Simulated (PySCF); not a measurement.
# One shape, several levels: GeH2SO (SMILES [OH][Ge][SH])

Aim: a comparison of 3 runs (HF/ccECP-aug-cc-pVDZ, BPW91/aug-cc-pVQZ) of GeH2SO. 

The results are computed with PySCF 2.14.0.

8 further runs of the same task are left out: 4 that didn't finish, 4 set aside as unsound or not needed.

### Step 1. The structure to begin with

The species is GeH2SO (5 atoms), meant as a singlet with charge 0. As SMILES, `[OH][Ge][SH]`. The shape is that of a PBE0-D4/def2-TZVP optimisation. This is one conformer, not always the lowest.

Bond lengths: O1–Ge2 1.782 Å, Ge2–S3 2.260 Å, O1–H4 0.961 Å, S3–H5 1.343 Å. Angles: O1–Ge2–S3 97.9°, Ge2–O1–H4 117.4°, Ge2–S3–H5 93.6°.

### Step 2. The response to a field at HF/ccECP-aug-cc-pVDZ (core potential) (run 1)

calc.py reads:

```python
import numpy
from pyscf import gto
from pyscf.prop.polarizability import rhf

mol = gto.Mole()
mol.atom = '''
O     -1.346000    -1.001300     0.399800
Ge    -0.897400     0.628900    -0.164200
S      1.343300     0.336500    -0.206300
H     -0.632500    -1.625200     0.561400
H      1.582700     1.587400    -0.632100
'''
mol.verbose = 4
mol.spin = 0
mol.basis = 'ccecp-aug-cc-pvdz'
mol.symmetry = True
mol.ecp = 'ccecp'
mol.max_memory = 1860
mol.build()

calc0 = mol.RHF()
calc0.kernel()

energy = calc0.e_tot
print('E(%s) = %.9f' % ('HF', energy))
pol = rhf.Polarizability(calc0)
alpha = pol.polarizability()
print('isotropic polarizability %.4f bohr^3' % (numpy.trace(alpha) / 3))
alpha_w = pol.polarizability_with_freq(freq=0.0774)
beta = pol.hyper_polarizability()
```

Launch:

```
$ OMP_NUM_THREADS=1 python calc.py
```

Log:

```text
PySCF version 2.14.0

[INPUT] num. atoms = 5
[INPUT] num. electrons = 18
[INPUT] charge = 0
[INPUT] spin (= nelec alpha-beta = 2S) = 0
[INPUT] symmetry True subgroup None
[INPUT] Mole.unit = angstrom
[INPUT] Symbol           X                Y                Z      unit          X                Y                Z       unit  Magmom
[INPUT]  1 O     -1.346000000000  -1.001300000000   0.399800000000 AA   -2.543571363665  -1.892182768527   0.755512504601 Bohr   0.0
[INPUT]  2 Ge    -0.897400000000   0.628900000000  -0.164200000000 AA   -1.695840224185   1.188448759739  -0.310293029654 Bohr   0.0
[INPUT]  3 S      1.343300000000   0.336500000000  -0.206300000000 AA    2.538469103128   0.635892840916  -0.389850499498 Bohr   0.0
[INPUT]  4 H     -0.632500000000  -1.625200000000   0.561400000000 AA   -1.195251773787  -3.071182897643   1.060892246331 Bohr   0.0
[INPUT]  5 H      1.582700000000   1.587400000000  -0.632100000000 AA    2.990869537349   2.999751250135  -1.194495883338 Bohr   0.0

nuclear repulsion = 28.3152252494487
point group symmetry = C1
symmetry origin: [0. 0. 0.]
symmetry axis x: [1. 0. 0.]
symmetry axis y: [0. 1. 0.]
symmetry axis z: [0. 0. 1.]
num. orbitals of irrep A = 82
number of shells = 34
number of NR pGTOs = 196
number of NR cGTOs = 82
basis = ccecp-aug-cc-pvdz
ecp = ccecp

******** <class 'pyscf.scf.hf.RHF'> ********
method = RHF
initial guess = minao
damping factor = 0
level_shift factor = 0
DIIS = <class 'pyscf.scf.diis.CDIIS'>
diis_start_cycle = 1
diis_space = 8
diis_damp = 0
SCF conv_tol = 1e-09
SCF conv_tol_grad = None
SCF max_cycles = 50
direct_scf = True
direct_scf_tol = 1e-13
Set gradient conv threshold to 3.16228e-05
Initial guess from minao.
init E= -30.2033177303269
  HOMO = -0.267924264080818  LUMO = -0.0343400023411689  gap/eV = 6.35615
cycle= 1 E= -30.5739700580833  delta_E= -0.371  |g|= 0.574  |ddm|= 3.63
  HOMO = -0.358557437791572  LUMO = 0.0157582409339272  gap/eV = 10.18565
cycle= 2 E= -30.6231500525109  delta_E= -0.0492  |g|= 0.402  |ddm|=  1.4
  HOMO = -0.357848050151531  LUMO = 0.023531308438548  gap/eV = 10.37786
cycle= 3 E= -30.6575895797768  delta_E= -0.0344  |g|= 0.0455  |ddm|= 0.518
  HOMO = -0.358147605051865  LUMO = 0.0288284552523157  gap/eV = 10.53015
cycle= 4 E= -30.6586002949859  delta_E= -0.00101  |g|= 0.014  |ddm|= 0.124
  HOMO = -0.35801001889163  LUMO = 0.0284180698664915  gap/eV = 10.51524
cycle= 5 E= -30.6587534980665  delta_E= -0.000153  |g|= 0.00426  |ddm|= 0.0531
  HOMO = -0.358079380145496  LUMO = 0.028697803372685  gap/eV = 10.52474
cycle= 6 E= -30.6587723094045  delta_E= -1.88e-05  |g|= 0.00137  |ddm|= 0.0214
  HOMO = -0.35807254472138  LUMO = 0.0286122753416116  gap/eV = 10.52223
cycle= 7 E= -30.6587747051625  delta_E= -2.4e-06  |g|= 0.000345  |ddm|= 0.00821
  HOMO = -0.358040061139635  LUMO = 0.0286235930435059  gap/eV = 10.52165
cycle= 8 E= -30.6587748699932  delta_E= -1.65e-07  |g|= 8.98e-05  |ddm|= 0.00194
  HOMO = -0.358027173196788  LUMO = 0.0286212034688282  gap/eV = 10.52124
cycle= 9 E= -30.6587748805914  delta_E= -1.06e-08  |g|= 2.94e-05  |ddm|= 0.000422
  HOMO = -0.358026491930062  LUMO = 0.028619874592241  gap/eV = 10.52118
cycle= 10 E= -30.6587748818333  delta_E= -1.24e-09  |g|= 9.28e-06  |ddm|= 0.00014
  HOMO = -0.358025981389996  LUMO = 0.028619678235839  gap/eV = 10.52116
cycle= 11 E= -30.6587748819514  delta_E= -1.18e-10  |g|= 2.48e-06  |ddm|= 5.58e-05
  HOMO = -0.358025906056193  LUMO = 0.0286198530615982  gap/eV = 10.52117
Extra cycle  E= -30.6587748819553  delta_E= -3.93e-12  |g|= 1.22e-06  |ddm|= 8.14e-06
converged SCF energy = -30.6587748819553
E(HF) = -30.658774882
Isotropic polarizability 54.6853357814
Polarizability anisotropy 23.4828035876
isotropic polarizability 54.6853 bohr^3
```

Run time: 17 s. Hardware: 1 thread of Intel Xeon Platinum 8488C (Sapphire Rapids), shared host; peak memory 0.16 GiB.

### Step 3. The polarisability at HF/ccECP-aug-cc-pVDZ (core potential, Cartesian functions) (run 2)

calc.py reads:

```python
import numpy
from pyscf import gto
from pyscf.prop.polarizability import rhf

mol = gto.M(
    atom='''
O   -1.346000  -1.001300   0.399800
Ge  -0.897400   0.628900  -0.164200
S    1.343300   0.336500  -0.206300
H   -0.632500  -1.625200   0.561400
H    1.582700   1.587400  -0.632100
''',
    ecp={'O': 'ccecp', 'Ge': 'ccecp', 'S': 'ccecp', 'H': 'ccecp'},
    spin=0,
    basis='ccecp-aug-cc-pvdz',
    charge=0,
    verbose=4,
    max_memory=1860,
    cart=True,
)

mf = mol.RHF()
mf.level_shift = 1.0
mf.kernel()

e_tot = mf.e_tot
print(f'total energy: {e_tot:.8f} hartree')
pol = rhf.Polarizability(mf)
alpha = pol.polarizability()
print('isotropic polarizability %.4f bohr^3' % (numpy.trace(alpha) / 3))
alpha_w = pol.polarizability_with_freq(freq=0.0774)
beta = pol.hyper_polarizability()
```

Launch:

```
$ OMP_NUM_THREADS=1 python calc.py
```

Log:

```text
PySCF version 2.14.0

[INPUT] num. atoms = 5
[INPUT] num. electrons = 18
[INPUT] charge = 0
[INPUT] spin (= nelec alpha-beta = 2S) = 0
[INPUT] symmetry False subgroup None
[INPUT] Mole.unit = angstrom
[INPUT] Cartesian GTO integrals (6d 10f)
[INPUT] Symbol           X                Y                Z      unit          X                Y                Z       unit  Magmom
[INPUT]  1 O     -1.346000000000  -1.001300000000   0.399800000000 AA   -2.543571363665  -1.892182768527   0.755512504601 Bohr   0.0
[INPUT]  2 Ge    -0.897400000000   0.628900000000  -0.164200000000 AA   -1.695840224185   1.188448759739  -0.310293029654 Bohr   0.0
[INPUT]  3 S      1.343300000000   0.336500000000  -0.206300000000 AA    2.538469103128   0.635892840916  -0.389850499498 Bohr   0.0
[INPUT]  4 H     -0.632500000000  -1.625200000000   0.561400000000 AA   -1.195251773787  -3.071182897643   1.060892246331 Bohr   0.0
[INPUT]  5 H      1.582700000000   1.587400000000  -0.632100000000 AA    2.990869537349   2.999751250135  -1.194495883338 Bohr   0.0

[... 76 lines left out ...]
converged SCF energy = -30.6601891005125
total energy: -30.66018910 hartree
[... 2 lines left out ...]
isotropic polarizability 55.0584 bohr^3
```

It took 26 s on 1 thread of Intel Xeon Platinum 8488C (Sapphire Rapids), shared host; peak memory 0.18 GiB.

### Step 4. Energy and gradient at BPW91/aug-cc-pVQZ (Coulomb fitting set) (run 3)

run.py reads:

```python
from pyscf import gto, dft

mol = gto.Mole()
mol.atom = '''
O
Ge 1 1.782383
S 2 2.26009 1 97.87958
H 1 0.961482 2 117.3808 3 0.02436
H 3 1.342896 2 93.56242 1 -179.97957
'''
mol.max_memory = 1860
mol.spin = 0
mol.verbose = 4
mol.charge = 0
mol.basis = 'aug-cc-pvqz'
mol.build()

mf = dft.RKS(mol, xc='b88,pw91')
mf = mf.density_fit(auxbasis='def2-universal-jfit')
mf.diis_space = 4
mf.damp = 0.2
mf.diis_start_cycle = 3
mf.kernel()

energy = mf.e_tot
print('Final energy', energy)
grad = mf.nuc_grad_method().kernel()
```

Launch:

```
$ OMP_NUM_THREADS=1 python run.py
```

Log:

```text
PySCF version 2.14.0

[INPUT] num. atoms = 5
[INPUT] num. electrons = 58
[INPUT] charge = 0
[INPUT] spin (= nelec alpha-beta = 2S) = 0
[INPUT] symmetry False subgroup None
[INPUT] Mole.unit = angstrom
[INPUT] Symbol           X                Y                Z      unit          X                Y                Z       unit  Magmom
[INPUT]  1 O      0.000000000000   0.000000000000   0.000000000000 AA    0.000000000000   0.000000000000   0.000000000000 Bohr   0.0
[INPUT]  2 Ge     1.782383000000   0.000000000000   0.000000000000 AA    3.368215719081   0.000000000000   0.000000000000 Bohr   0.0
[INPUT]  3 S      2.092222181288   0.000000000000   2.238751100466 AA    3.953726914375   0.000000000000   4.230626440950 Bohr   0.0
[INPUT]  4 H     -0.442187734326   0.000362989339   0.853766661433 AA   -0.835613713519   0.000685950437   1.613385164392 Bohr   0.0
[INPUT]  5 H      3.431307807805   0.000477912187   2.137661421118 AA    6.484232005834   0.000903123145   4.039594632961 Bohr   0.0

[... 92 lines left out ...]
converged SCF energy = -2551.97669360542
Final energy -2551.976693605419
[... 1 line left out ...]
******** <class 'pyscf.df.grad.rks.Gradients'> for <class 'pyscf.df.df_jk.DFRKS'> ********
unit = Eh/Bohr
grid_response = False
--------------- DFRKS gradients ---------------
         x                y                z
0 O     0.0079339915     0.0000002121     0.0076531829
1 Ge    -0.0098029238     0.0000005703     0.0059997140
2 S     0.0027329260    -0.0000018902    -0.0070209253
3 H     0.0037705399     0.0000004683    -0.0067574925
4 H    -0.0046366031     0.0000006641     0.0001311246
----------------------------------------------
```

Wall time 78 s (1 thread of Intel Xeon Platinum 8488C (Sapphire Rapids), shared host); peak memory 2.7 GiB.

### Step 5. The series

```tsv
run	level	Cartesian functions	symmetry	energy (Eh)	dipole moment (D)	HOMO energy (eV)	LUMO energy (eV)	wall time
1	HF/ccECP-aug-cc-pVDZ (core potential)	no	yes	-30.658775	1.13	-9.74	0.78	17 s
2	HF/ccECP-aug-cc-pVDZ (core potential, Cartesian functions)	yes	no	-30.660189	1.15	-9.74	0.79	26 s
3	BPW91/aug-cc-pVQZ (Coulomb fitting set)	no	no	-2551.976694	0.80	-6.38	-2.79	78 s
```

### Step 6. Outcome

| quantity | value |
| --- | --- |
| run 3: total energy | -2551.97669 Eh |
| run 3: dipole moment | 0.80 D |
| run 3: HOMO energy | -6.38 eV |
| run 3: LUMO energy | -2.79 eV |
| run 3: HOMO–LUMO gap | 3.59 eV |
| run 3: largest force on an atom | 0.591 eV/Å |

In words: The dipole moment (its size) runs from 0.80 D (BPW91/aug-cc-pVQZ) to 1.15 D (HF/ccECP-aug-cc-pVDZ). The two ends differ in method and basis and core potential. The HOMO–LUMO gap runs from 3.59 eV (BPW91/aug-cc-pVQZ) to 10.53 eV (HF/ccECP-aug-cc-pVDZ). Some runs of one species differ in core potentials or relativity; totals across that change don't compare. All runs together took 2 min, the longest 78 s.
